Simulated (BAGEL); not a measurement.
**UHF/3-21G (density fitting with qzvpp-jkfit) run of C2HO (SMILES [CH]=C=O)**

Aim: the electronic atomisation energy of C2HO at UHF/3-21G (density fitting with qzvpp-jkfit), from 4 runs. 

The results are computed with BAGEL 1.2.2.

20 further runs of the same task are left out: 2 that didn't finish, 18 set aside as unsound or not needed.

## Step 1: The system as given

The species is C2HO (4 atoms), meant as a doublet with charge 0. SMILES: `[CH]=C=O`. Geometry: relaxed at GFN2-xTB.

Bond lengths: C1–C2 1.249 Å, C2–O3 1.178 Å, C1–H4 1.047 Å. Angles: C1–C2–O3 178.3°, C2–C1–H4 174.3°.

## Step 2: The energy at UHF/3-21G (density fitting with qzvpp-jkfit)

input.json

```json
{ "bagel" : [

{
  "title" : "molecule",
  "basis" : "3-21g",
  "df_basis" : "qzvpp-jkfit",
  "angstrom" : "true",
  "geometry" : [
    { "atom" : "C", "xyz" : [   -0.171760,    0.572650,   -0.276810 ] },
    { "atom" : "C", "xyz" : [    0.131610,   -0.508290,    0.271360 ] },
    { "atom" : "O", "xyz" : [    0.396050,   -1.519020,    0.814760 ] },
    { "atom" : "H", "xyz" : [   -0.355890,    1.454670,   -0.809310 ] }
  ]
},
{ "title" : "uhf", "nopen" : 1 },
{ "title" : "print", "file" : "orbitals.molden", "orbitals" : "true" }

]}
```

Launch:

```
$ BAGEL_NUM_THREADS=1 BAGEL input.json > input.out
```

What it wrote:

```text
* using 1 threads per process

  ===============================================================
  ===============================================================

  *** Geometry ***

  { "atom" : "C", "xyz" : [     -0.324579,      1.082152,     -0.523095 ] },
  { "atom" : "C", "xyz" : [      0.248707,     -0.960529,      0.512796 ] },
  { "atom" : "O", "xyz" : [      0.748426,     -2.870532,      1.539673 ] },
  { "atom" : "H", "xyz" : [     -0.672535,      2.748928,     -1.529374 ] },

  Number of auxiliary basis functions:      245

  Since a DF basis is specified, we compute 2- and 3-index integrals:
    o Being stored without compression. Storage requirement is 0.002 GB

  Number of basis functions:       29
  Number of electrons      :       21

    * METHOD: MOLECULE                             0.03

  *** Open-shell HF ***

  === Nuclear Repulsion ===
    52.9221276959

      * DIIS with orbital gradients will be used.

  === UHF iteration (3-21g) ===
      0       -150.14383448          0.06742218           0.00
      1       -150.18432312          0.05778909           0.00
      2       -150.20058856          0.04780623           0.00
      3       -150.23465976          0.00295938           0.00
      4       -150.23646608          0.00244152           0.00
      5       -150.23761670          0.00207095           0.00
      6       -150.24038026          0.00085138           0.00
      7       -150.24060407          0.00019110           0.00
      8       -150.24063514          0.00009141           0.00
      9       -150.24064367          0.00004983           0.00
[... 60 lines of this table left out ...]
     70       -150.24066193          0.00000002           0.00
     71       -150.24066193          0.00000001           0.00
     72       -150.24066193          0.00000001           0.00
     73       -150.24066193          0.00000001           0.00
    * SCF iteration converged.

    * S^2 (UHF) is 0.8693

    * Permanent dipole moment:
           (    0.129037,    -0.657314,     0.413721) a.u.

    * METHOD: UHF                                  0.31

    * METHOD: PRINT                                0.00

  ===============================================================
```

Run time: 0.64 s. Hardware: 1 thread of Intel Xeon 6975P-C (Granite Rapids), shared host; peak memory 0.08 GiB.

## Step 3: The C atom

job.json

```json
{ "bagel": [

{
  "title": "molecule",
  "basis": "3-21g",
  "df_basis": "qzvpp-jkfit",
  "angstrom": true,
  "geometry": [
    { "atom": "C", "xyz": [    0.000000,    0.000000,    0.000000 ] }
  ]
},
{
  "title": "uhf",
  "nopen": 2
},
{
  "title": "print",
  "file": "orbitals.molden",
  "orbitals": true
}

]}
```

Run the same way, it converges to -37.48108 Eh (log not shown).

## Step 4: The H atom at the same level

input.json

```json
{ "bagel": [

{
  "title": "molecule",
  "basis": "3-21g",
  "df_basis": "qzvpp-jkfit",
  "angstrom": true,
  "geometry": [
    { "atom": "H", "xyz": [       0.000000,       0.000000,       0.000000 ] }
  ]
},

{
  "title": "uhf",
  "nopen": 1
},

{
  "title": "print",
  "file": "orbitals.molden",
  "orbitals": true
}

]}
```

Launch:

```
$ BAGEL_NUM_THREADS=1 BAGEL input.json > input.out
```

What it wrote:

```text
* using 1 threads per process

  ===============================================================
  ===============================================================

  *** Geometry ***

  { "atom" : "H", "xyz" : [      0.000000,      0.000000,      0.000000 ] },

  Number of auxiliary basis functions:       18

  Since a DF basis is specified, we compute 2- and 3-index integrals:
    o Being stored without compression. Storage requirement is 0.000 GB

  Number of basis functions:        2
  Number of electrons      :        1

    * METHOD: MOLECULE                             0.01

  *** Open-shell HF ***

  === Nuclear Repulsion ===
     0.0000000000

      * DIIS with orbital gradients will be used.

  === UHF iteration (3-21g) ===
      0         -0.48950371          0.09163385           0.00
      1         -0.49554995          0.02860283           0.00
      2         -0.49613575          0.00890675           0.00
      3         -0.49619861          0.00000000           0.00
    * SCF iteration converged.

    * S^2 (UHF) is 0.7500

    * Permanent dipole moment:
           (    0.000000,     0.000000,     0.000000) a.u.

    * METHOD: UHF                                  0.01

    * METHOD: PRINT                                0.00

  ===============================================================
```

Run time: 0.34 s. Hardware: 1 thread of Intel Xeon 6975P-C (Granite Rapids), shared host; peak memory 0.08 GiB.

## Step 5: The O atom

hf.json

```json
{ "bagel" : [

{
  "title" : "molecule",
  "basis" : "3-21g",
  "df_basis" : "qzvpp-jkfit",
  "angstrom" : true,
  "geometry" : [
    { "atom" : "O", "xyz" : [       0.000000,       0.000000,       0.000000 ] }
  ]
},

{ "title" : "uhf", "nopen" : 2 },

{ "title" : "print", "file" : "orbitals.molden", "orbitals" : true }

]}
```

Run the same way, it converges to -74.39351 Eh (log not shown).

## Step 6: Outcome

Level: UHF/3-21G (density fitting with qzvpp-jkfit).

| quantity | value |
| --- | --- |
| molecule: total energy | -150.24066 Eh |
| molecule: dipole moment | 2.00 D |
| molecule: ⟨S²⟩ | 0.869 |
| C atom: total energy | -37.48108 Eh |
| C atom: dipole moment | 0.00 D |
| C atom: ⟨S²⟩ | 2.001 |
| H atom: total energy | -0.49620 Eh |
| H atom: dipole moment | 0.00 D |
| H atom: ⟨S²⟩ | 0.750 |
| O atom: total energy | -74.39351 Eh |
| O atom: dipole moment | 0.00 D |
| O atom: ⟨S²⟩ | 2.001 |
| electronic atomisation energy | 10.580 eV |

**Reading.** Taking the molecule apart into free atoms costs 10.58 eV (1021 kJ/mol), before zero-point energy and without spin-orbit coupling. Hartree–Fock lacks the correlation of the bonding pairs, which as a rule makes this value much too low; in minimal bases other errors can mask that. The basis has no polarisation functions, which makes bonds too weak. ⟨S²⟩ (molecule) is 0.87 where a pure doublet has 0.75: the reference is spin-contaminated.
